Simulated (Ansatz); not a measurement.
# Sodium, simple cubic under r²SCAN: ground state and equation of state

The plan for sodium in the simple cubic structure: relax it, solve it on a dense k-mesh, switch on spin-orbit coupling, then scale the cell to 7 volumes from 88 to 112 % of the relaxed one and try a fit of the equation of state. The k-meshes are 9×9×9 for the relaxation; 15×15×15 for the dense run; 9×9×9 for spin-orbit coupling; 10×10×10 for the volumes.

This is Na in the simple cubic structure; at room conditions it is bcc.

Method: DFT r2SCAN, plane waves (500 eV) with PAW, scalar-relativistic; PAW files made under PBE, frozen cores solved again for the functional, in Ansatz 0.2.0.

### 1 Starting point

The structure is cubic, space group Pm-3m (No. 221). Conventional cell: a = 3.441 Å, b = 3.441 Å, c = 3.441 Å, α = 90.00°, β = 90.00°, γ = 90.00°. Around Na (site symmetry m-3m) lie 6 Na at 3.44 Å.

As a file:

```xyz
1
Lattice="3.4405 0.0000 0.0000 0.0000 3.4405 0.0000 0.0000 0.0000 3.4405" Properties=species:S:1:pos:R:3 pbc="T T T"
Na    0.0000    0.0000    0.0000
```

### 2 Relaxation of the cell

Input file input.yaml:

```yaml
crystal:
  lattice:
    - [3.440524329, 0.0, 0.0]
    - [0.0, 3.440524329, 0.0]
    - [0.0, 0.0, 3.440524329]
  atoms:
    - { symbol: Na, position: [0.0, 0.0, 0.0] }
hamiltonian:
  xc: r2scan
  pseudopotentials:
    kind: paw
    azcp:
      Na: "pseudopotentials/Na.paw.azcp"
basis:
  ecutwfc: 500
  fft_grid_basis: typed
kpoints:
  mp_grid: { grid: [9, 9, 9], shift: [0, 0, 0] }
magnetization:
  spin_polarized: false
scf:
  occupations: { method: fermi_dirac, width: 0.1 }
relax:
  max_steps: 60
  f_tol: 0.01
  cell: {}
```

The run is started by

```sh
> ansatz run input.yaml --threads 1 --pin off --max-ram 3584MiB --backend cpu --events-out ev --progress --plain --runs-dir out
```

Further steps of the session: Dense single point; A two-component run at the same geometry; The cell scaled to 88 % of its volume; The cell scaled to 92 % of its volume; The cell scaled to 96 % of its volume; The cell scaled to 100 % of its volume; The cell scaled to 104 % of its volume; The cell scaled to 108 % of its volume; The cell scaled to 112 % of its volume.

Q: Predict the outcome of this session. Wanted: space group; conventional cell; volume; shortest distance; gap on the mesh; relative to bcc; V₀, B₀, B₀′.

As calculated:

```
                      quantity                         value
space group (spins left aside)               Pm-3m (No. 221)
             conventional cell                   a = 3.418 Å
                        volume                39.938 Å³/atom
             shortest distance                       3.418 Å
               gap on the mesh  none (levels filled in part)
               relative to bcc                 +126 meV/atom
                   V₀, B₀, B₀′  39.739 Å³/atom, 6.4 GPa, 3.5
```

**Reading.** The relaxation shrank the cell by 1.9 % in volume. Against the reference form of sodium (bcc, computed apart with the same settings) it stands 126 meV/atom higher. No gap shows: it is a metal or semimetal at this level. The total energy of the spin-orbit run (on a coarser mesh) lies +69 meV/atom from the scalar one; mesh and treatment of the core enter this figure, so it is no spin-orbit energy. The fitted modulus is 6.4 GPa, a soft solid. Relaxation kept the symmetry; phonons were not checked.
